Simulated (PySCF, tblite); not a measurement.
# C₅H₂BrFO₂− (doublet): geometry, infrared bands and EPR parameters

Aim: predict the infrared bands and EPR parameters of C₅H₂BrFO₂− (doublet) (`O=C1C[C]([O-])C(F)=C1Br`).

Computed with tblite 0.8.0 and PySCF 2.14.0, with density-fitted response routines of our own, on a single molecule in the gas phase. Atoms are numbered from 0 throughout.

## Step 1: Starting geometry

11 atoms, charge -1, multiplicity 2; geometry from: force field or distance geometry start.

Bonds of the start (Å): O0–C1 1.27, C1–C2 1.48, C2–C3 1.53, C3–O4 1.42, C3–C5 1.48, C5–F6 1.36, C5–C7 1.32, C7–Br8 1.93, C7–C1 1.48, C2–H9 1.10, C2–H10 1.11.

## Step 2: Optimising the geometry with GFN2-xTB

What the job is given:

```
{"job": {"kind": "relax", "xc": "GFN2-xTB", "basis": "xTB"}, "charge": -1, "multiplicity": 2}
O     -0.523500    -2.014700     1.048600
C     -0.245300    -0.997800     0.337300
C     -1.146400    -0.168200    -0.489800
C     -0.567500     1.217500    -0.220100
O     -1.024500     1.629500     1.063100
C      0.872900     0.884500    -0.154600
F      1.890800     1.753500    -0.392600
C      1.084000    -0.375600     0.171500
Br     2.786700    -1.264300     0.365400
H     -2.203000    -0.249000    -0.207000
H     -0.918700    -0.412600    -1.547800
```

The run is started by

```sh
$ OMP_NUM_THREADS=1 python probes_run.py task.json out
```

One launch serves the whole session: the jobs run in the order shown.

What it wrote:

```text
step      E/eV     max force
  0    -783.08315    5.159
  1    -783.63260    5.114
  2    -783.96333    3.388
  3    -784.30054    2.763
  4    -784.55067    3.588
  5    -784.69669    1.167
  6    -784.79108    0.901
  7    -784.92113    1.914
  8    -785.06906    1.899
  9    -785.21248    1.295
 10    -785.35561    1.380
 11    -785.41653    1.894
 12    -785.49296    1.168
 13    -785.55792    0.635
 14    -785.64539    0.747
 15    -785.68300    0.768
 16    -785.76753    0.675
 17    -785.83153    1.422
 18    -785.85876    1.063
 19    -785.90986    0.740
 20    -785.94481    0.668
 21    -785.97813    0.505
 22    -785.99916    0.338
 23    -786.00854    0.322
 24    -786.01872    0.436
 25    -786.03189    0.416
 26    -786.04187    0.271
 27    -786.04839    0.274
 28    -786.05228    0.211
 29    -786.05646    0.208
 30    -786.06040    0.183
 31    -786.06294    0.139
 32    -786.06469    0.114
 33    -786.06627    0.131
 34    -786.06768    0.141
 35    -786.06884    0.109
 36    -786.06976    0.110
 37    -786.07073    0.124
 38    -786.07171    0.147
 39    -786.07257    0.111
 40    -786.07320    0.058
 41    -786.07359    0.057
 42    -786.07384    0.046
 43    -786.07403    0.045
 44    -786.07428    0.052
 45    -786.07461    0.063
 46    -786.07496    0.059
 47    -786.07522    0.037
 48    -786.07537    0.028
 49    -786.07546    0.026
 50    -786.07552    0.020
 51    -786.07555    0.013
 52    -786.07557    0.015
 53    -786.07558    0.016
 54    -786.07560    0.014
 55    -786.07560    0.007
```

It took 0.34 s on 1 thread of Arm Neoverse V2, shared host.

Relaxation path: (not every step is listed)

| step | energy from step 0 (eV) | largest force (eV/Å) |
| --- | --- | --- |
| 0 | 0.0000 | 5.1594 |
| 1 | -0.5494 | 5.1144 |
| 2 | -0.8802 | 3.3875 |
| 3 | -1.2174 | 2.7632 |
| 4 | -1.4675 | 3.5883 |
| 5 | -1.6135 | 1.1669 |
| 6 | -1.7079 | 0.9012 |
| 7 | -1.8380 | 1.9135 |
| 8 | -1.9859 | 1.8993 |
| 12 | -2.4098 | 1.1679 |
| 16 | -2.6844 | 0.6746 |
| 20 | -2.8617 | 0.6679 |
| 24 | -2.9356 | 0.4355 |
| 28 | -2.9691 | 0.2109 |
| 32 | -2.9815 | 0.1140 |
| 36 | -2.9866 | 0.1102 |
| 40 | -2.9900 | 0.0583 |
| 44 | -2.9911 | 0.0520 |
| 48 | -2.9922 | 0.0279 |
| 50 | -2.9924 | 0.0196 |
| 51 | -2.9924 | 0.0128 |
| 52 | -2.9924 | 0.0150 |
| 53 | -2.9924 | 0.0164 |
| 54 | -2.9924 | 0.0141 |
| 55 | -2.9924 | 0.0071 |

Distances of close pairs at the start and the end, largest changes first:

| bond | before (Å) | after (Å) | change (Å) |
| --- | --- | --- | --- |
| C3–O4 | 1.423 | 1.240 | -0.183 |
| C5–C7 | 1.319 | 1.396 | +0.077 |
| C3–C5 | 1.480 | 1.413 | -0.067 |
| C1–C7 | 1.477 | 1.413 | -0.064 |
| C1–C2 | 1.478 | 1.529 | +0.051 |
| C7–Br8 | 1.930 | 1.892 | -0.038 |
| O0–C1 | 1.272 | 1.235 | -0.036 |
| C2–H10 | 1.109 | 1.092 | -0.018 |

The end geometry stands in the next job.

## Step 3: Vibrational analysis with GFN2-xTB

What the job is given:

```
{"job": {"kind": "ir", "xc": "GFN2-xTB", "basis": "xTB"}, "charge": -1, "multiplicity": 2}
O     -0.274513    -2.438088     0.125788
C     -0.089121    -1.217982     0.069539
C     -1.177643    -0.175366    -0.189686
C     -0.471384     1.181276    -0.167146
O     -1.030510     2.274330    -0.340227
C      0.888443     0.890027     0.084448
F      1.872593     1.823319     0.184536
C      1.107650    -0.481730     0.220431
Br     2.790558    -1.275956     0.562051
H     -1.952029    -0.226445     0.578177
H     -1.658620    -0.350714    -1.153875
```

What it wrote:

```text
mode    cm-1     km/mol
  1      93.9      0.30
  2     120.7     23.14
  3     125.1      0.26
  4     225.8      3.52
  5     231.3      9.76
  6     301.1      8.17
  7     348.6      2.36
  8     391.7      3.99
  9     470.4      2.03
 10     542.7      0.25
 11     557.9      0.40
 12     575.6     21.30
 13     638.3     11.99
 14     861.7     22.83
 15     867.7     46.27
 16     954.3      6.21
 17    1044.7      0.06
 18    1048.3    141.61
 19    1193.8      9.08
 20    1235.6      2.03
 21    1293.4     24.12
 22    1421.2     11.43
 23    1448.7     31.57
 24    1630.2   1095.31
 25    1687.0    156.62
 26    2960.0     27.53
 27    2977.6     24.04
```

It took 0.32 s on 1 thread of Arm Neoverse V2, shared host.

The strongest bands and the atoms that carry them (share of the mass-weighted mode):

| cm⁻¹ | km/mol | atoms |
| --- | --- | --- |
| 868 | 46.3 | C7 38 %, C5 19 %, O4 12 % |
| 1048 | 141.6 | C3 31 %, C2 25 %, C5 14 %, F6 12 % |
| 1293 | 24.1 | C5 55 %, C3 25 % |
| 1449 | 31.6 | C5 56 %, C7 39 % |
| 1630 | 1095.3 | C3 37 %, C1 29 %, O4 16 %, O0 13 % |
| 1687 | 156.6 | C1 38 %, C3 29 %, O0 16 %, O4 12 % |
| 2960 | 27.5 | H9 47 %, H10 44 % |
| 2978 | 24.0 | H10 50 %, H9 46 % |

## Step 4: EPR parameters: B3LYP/def2-TZVP-core+pcH-1

Same as in step 3 but for these lines:

```diff
@@ -1,2 +1,2 @@
-{"job": {"kind": "ir", "xc": "GFN2-xTB", "basis": "xTB"}, "charge": -1, "multiplicity": 2}
+{"job": {"kind": "epr", "basis": "pcH-1"}, "charge": -1, "multiplicity": 2}
 O     -0.274513    -2.438088     0.125788
```

Method: UKS B3LYP, def2-TZVP-core on Br, pcH-1 on C F H O, non-relativistic, mean-field spin-orbit, GIAO.

What it wrote:

```text
UKS, coarse grid
  cycle   1  E = -3015.94270276  |g| = 1.80e+00
  cycle   2  E = -3012.60161276  |g| = 2.73e+00
  cycle   3  E = -3015.47368354  |g| = 1.31e+00
  cycle   4  E = -3016.22143570  |g| = 3.34e-01
  cycle   5  E = -3016.23459948  |g| = 2.82e-01
  cycle   6  E = -3016.27314786  |g| = 5.41e-02
  cycle   7  E = -3016.27406862  |g| = 3.19e-02
  cycle   8  E = -3016.27446502  |g| = 1.15e-02
  cycle   9  E = -3016.27452418  |g| = 4.23e-03
  cycle  10  E = -3016.27454143  |g| = 2.25e-03
  cycle  11  E = -3016.27454257  |g| = 7.99e-04
UKS, final grid
  cycle   1  E = -3016.27453863  |g| = 1.20e-03
  cycle   2  E = -3016.27453680  |g| = 2.50e-03
  cycle   3  E = -3016.27453923  |g| = 3.02e-04
  cycle   4  E = -3016.27453927  |g| = 7.19e-05
  cycle   5  E = -3016.27453927  |g| = 6.10e-05
  cycle   6  E = -3016.27453927  |g| = 2.13e-05
E = -3016.27453927 Eh   <S^2> = 0.7559 (exact 0.7500)
g shifts (ppm)      1          2          3
  rmc          -244       -244       -244
  gc            -10         47         41
  oz_so        -978       4307       7003
  total       -1231       4111       6801
hyperfine (MHz)  atom isotope    a_iso     a_fc   dipolar eigenvalues
    0   17O     -14.01     -14.03    -56.90     28.35     28.55
    1   13C      -6.21      -6.07     -9.28     -5.32     14.60
    2   13C      -9.92      -9.92     -0.82     -0.17      0.99
    3   13C      -8.02      -7.97    -12.31     -7.60     19.91
    4   17O     -18.54     -18.55    -75.20     37.22     37.98
    5   13C      14.69      14.49    -25.51    -24.20     49.71
    6   19F      40.36      40.17    -70.85    -60.09    130.94
    7   13C      12.94      12.18    -20.75    -19.23     39.98
    8  79Br      -2.68      -0.27    -26.57     -8.10     34.67
    9    1H      -9.26      -9.26     -3.22      0.40      2.82
   10    1H      -9.25      -9.25     -3.22      0.40      2.82
```

It took 4.5 min on 1 thread of Arm Neoverse V2, shared host; peak memory 1.3 GiB.

Principal g values 2.00109, 2.00643, 2.00912; g(iso) = 2.00555, against 2.00232 for a free electron.

Mean a(iso) over the nuclei that a row names, and the largest dipolar term of the row (other rows stand at the frozen geometry):

| nuclei | isotope | a(iso) (MHz) | a(iso) (G, at g = 2.0023) | largest dipolar term (MHz) |
| --- | --- | --- | --- | --- |
| F6 | 19F | 40.4 | 14.4 | 130.9 |
| O4 | 17O | -18.5 | -6.6 | -75.2 |
| C5 | 13C | 14.7 | 5.2 | 49.7 |
| O0 | 17O | -14.0 | -5.0 | -56.9 |
| C7 | 13C | 12.9 | 4.6 | 40.0 |
| C2 | 13C | -9.9 | -3.5 | 1.0 |
| H9, H10 | 1H | -9.3 | -3.3 | -3.2 |
| C3 | 13C | -8.0 | -2.9 | 19.9 |
| C1 | 13C | -6.2 | -2.2 | 14.6 |
| Br8 | 79Br | -2.7 | -1.0 | 34.7 |

Mulliken spin populations:

| atom | value (e) |
| --- | --- |
| O0 | 0.17 |
| C1 | 0.07 |
| C2 | -0.02 |
| C3 | 0.09 |
| O4 | 0.23 |
| C5 | 0.25 |
| F6 | 0.01 |
| C7 | 0.20 |
| Br8 | 0.01 |
| H9 | 0.00 |
| H10 | 0.00 |

In first order the couplings over 0.8 MHz of 19F, 1H, 79Br give 24 distinct lines over 23.9 G, if the averaged nuclei exchange fast; the same motion can average rows kept apart here too.

Orbitals, density, ELF and potential are computed afterwards from the orbital file.

ELF in a plane through or near 9 of the atoms.

Ten even steps from ' ' (0.00) to '@' (0.94):
```
                                                        
                                                        
                                                        
                  ..--==--      ::--::..                
                --##%%@@%%::  ..##%%%%++::              
                ++%%--++%%..  ::%%@@@@%%++..            
        ....    ::##%%%%**------##==++@@##--            
      ::++**++..  ..--==..**@@--==%%%%@@##--            
    ..++%%@@@@##::..**##::**%%::::==::::::              
    ::**%%##----****::++**....%%@@##::                  
    ..++**--##**++%%--::++..--++----==::                
    ..++##--==--++++++@@##::%%%%..==**--..              
    ..==%%%%@@%%**  ..==::::==##======..                
      ::**%%%%##::  ::**%%%%++..  ....                  
        ::--==..  ::%%@@==**@@++..                      
                  --%%@@%%@@@@##::                      
                  ..==**####**==..                      
                        ......                          
                                                        
                                                        
```
The map spans 11.4 Å across and 10.0 Å up, centred on the molecule. Atoms in the plane (x, y in Å): O0 (-0.5, -2.4), C1 (-0.3, -1.2), C2 (1.1, -0.5), C3 (0.8, 1.0), O4 (1.7, 1.9), C5 (-0.6, 1.1), F6 (-1.3, 2.3), C7 (-1.2, -0.1), Br8 (-3.1, -0.4).

On the surface of density 0.002 e/bohr³ the electrostatic potential runs, from the 1st to the 99th percentile, from -5.40 V near O0 to -2.60 V near Br8.

The spin density lies nearest to O4 20 %; C5, C7 about 19 % each; O0 15 %; C3 11 %.

## Step 5: Results

| quantity | value |
| --- | --- |
| strongest single infrared mode (GFN2-xTB) | 1630 cm⁻¹, 1095 km/mol |
| zero-point energy (GFN2-xTB) | 36.1 kcal/mol |
| g(iso) (B3LYP) | 2.00555 |
| ⟨S²⟩ | 0.756 (exact 0.75) |
| largest a(iso) (averaged by class) | 19F on F6, 40.4 MHz |

In words: The optimisation took 55 steps and gained 2.992 eV; among the close pairs (by a distance rule), C3–O4 changed most, from 1.423 to 1.240 Å. All 27 modes are real, so the xTB geometry is a minimum. The strongest single mode, at 1630 cm⁻¹, is carried by C3, C1, O4, O0. Unscaled tight-binding wavenumbers are off by several per cent, some by more. Its intensities can rank the bands wrongly. The largest spin populations lie on C5 (0.25 e), O4 (0.23 e), C7 (0.20 e). The isotropic g lies 3.2 ppt above the free-electron value. The hyperfine terms hold no scalar relativity, which the heavier nuclei need. The conformer search found further structures of the same energy, which may be mirror or relabelled copies of this one.
